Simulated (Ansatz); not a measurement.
# ClH4PSi: interaction energy of a dimer with the counterpoise correction in Python

How strongly do two molecules of ClH4PSi bind, and how much of that is basis error? Aim: the interaction energy of a dimer with the counterpoise correction, for ClH4PSi, run from a script. SMILES: P[SiH2]Cl.

Computed with Ansatz 0.2.0 through its Python package. Level of theory: B3LYP/def2-SVPD.

## Step 1: Starting point

Bond lengths: P1–Si2 2.153 Å, Si2–Cl3 2.032 Å, P1–H4 1.391 Å, P1–H5 1.454 Å, Si2–H6 1.497 Å, Si2–H7 1.500 Å. Angles: P1–Si2–Cl3 107.7°, P1–Si2–H6 111.1°, P1–Si2–H7 110.2°, Cl3–Si2–H6 109.6°, Cl3–Si2–H7 108.3°, H6–Si2–H7 109.9°, Si2–P1–H4 97.5°, Si2–P1–H5 98.7°, H4–P1–H5 93.0°.

No structure file is read: the coordinates are typed or built in the script.

## Step 2: The code

Contents of dimer_clh4psi.py:

```python
"""Interaction energy of two ClH4PSi molecules, with the counterpoise correction."""

import ansatz as az

BASIS_SET = "def2-SVPD"
XC = "B3LYP"

FIRST = [
    ("P", (-1.4007, 0.1654, -0.2607)),
    ("Si", (0.6097, -0.0194, 0.4883)),
    ("Cl", (0.7834, -1.854, 1.3445)),
    ("H", (-1.2808, -0.7253, -1.3221)),
    ("H", (-1.2106, 1.3273, -1.1138)),
    ("H", (0.9063, 1.0387, 1.5048)),
    ("H", (1.593, 0.0672, -0.6412)),
]
SECOND = [
    ("P", (-3.4964, -3.7074, -1.4244)),
    ("Si", (-3.8096, -2.5037, 0.3333)),
    ("Cl", (-2.6993, -3.3037, 1.8354)),
    ("H", (-2.1885, -3.3119, -1.6838)),
    ("H", (-4.0494, -2.7974, -2.4144)),
    ("H", (-5.2534, -2.4911, 0.7286)),
    ("H", (-3.3336, -1.1017, 0.0923)),
]

def energy(atoms, ghosts=()):
    molecule = az.Crystal.molecule()
    for symbol, xyz in atoms:
        molecule = molecule.atom(symbol, xyz)
    calc = (
        molecule.calculation()
        .basis(gaussian=BASIS_SET)
        .functional(XC)
    )
    deck = calc.input()
    if ghosts:
        deck = deck.set(az.key.basis.gaussian.ghost_atoms, [{"symbol": s, "position_ang": list(xyz)} for s, xyz in ghosts])
    return az.Session.from_dict(deck).plan().execute().report["free_energy_ev"]


def main() -> None:
    # monomers in their own basis and in the basis of the dimer
    both = energy(FIRST + SECOND)
    alone = energy(FIRST) + energy(SECOND)
    ghosted = energy(FIRST, SECOND) + energy(SECOND, FIRST)
    print(f"dimer {both:.6f} eV")
    print(f"interaction, uncorrected   {23.060548 * (both - alone):8.3f} kcal/mol")
    print(f"interaction, counterpoise  {23.060548 * (both - ghosted):8.3f} kcal/mol")
    print(f"basis-set superposition    {23.060548 * (alone - ghosted):8.3f} kcal/mol")


if __name__ == "__main__":
    main()
```

## Step 3: The input behind the calls

The package turns the script's settings into the engine's input (first run):

```yaml
crystal:
  periodic: [false, false, false]
  atoms:
    - { symbol: P, position_ang: [-1.4007, 0.1654, -0.2607] }
    - { symbol: Si, position_ang: [0.6097, -0.0194, 0.4883] }
    - { symbol: Cl, position_ang: [0.7834, -1.854, 1.3445] }
    - { symbol: H, position_ang: [-1.2808, -0.7253, -1.3221] }
    - { symbol: H, position_ang: [-1.2106, 1.3273, -1.1138] }
    - { symbol: H, position_ang: [0.9063, 1.0387, 1.5048] }
    - { symbol: H, position_ang: [1.593, 0.0672, -0.6412] }
    - { symbol: P, position_ang: [-3.4964, -3.7074, -1.4244] }
    - { symbol: Si, position_ang: [-3.8096, -2.5037, 0.3333] }
    - { symbol: Cl, position_ang: [-2.6993, -3.3037, 1.8354] }
    - { symbol: H, position_ang: [-2.1885, -3.3119, -1.6838] }
    - { symbol: H, position_ang: [-4.0494, -2.7974, -2.4144] }
    - { symbol: H, position_ang: [-5.2534, -2.4911, 0.7286] }
    - { symbol: H, position_ang: [-3.3336, -1.1017, 0.0923] }
basis:
  gaussian:
    orbitals: def2-SVPD
hamiltonian:
  xc: b3lyp
```

## Step 4: The run

On the command line:

```bash
> python dimer_clh4psi.py
```

**Question.** How large is the interaction at this pose, and how much of it is basis-set superposition?

The runs gave:

| quantity | value |
| --- | --- |
| interaction energy, uncorrected | 6.323 kcal/mol |
| interaction energy, counterpoise | 7.736 kcal/mol |
| runs compared | 5 |

The pair is unbound at this geometry and level. Uncorrected it is 6.323 kcal/mol, with the counterpoise correction 7.736 kcal/mol; the difference, 1.413 kcal/mol, is the superposition error. In this basis both values are repulsive. The dimer is a generated trial pose of unrelaxed monomers, not a minimum, so the figure is no binding energy, and the basis set is small. b3lyp holds the VWN-RPA fit, as in Gaussian; the form of ORCA and Turbomole is b3lyp5. This level lacks the dispersion part of the attraction (electrostatics and induction are there), which can decide the sign where the interaction is weak.
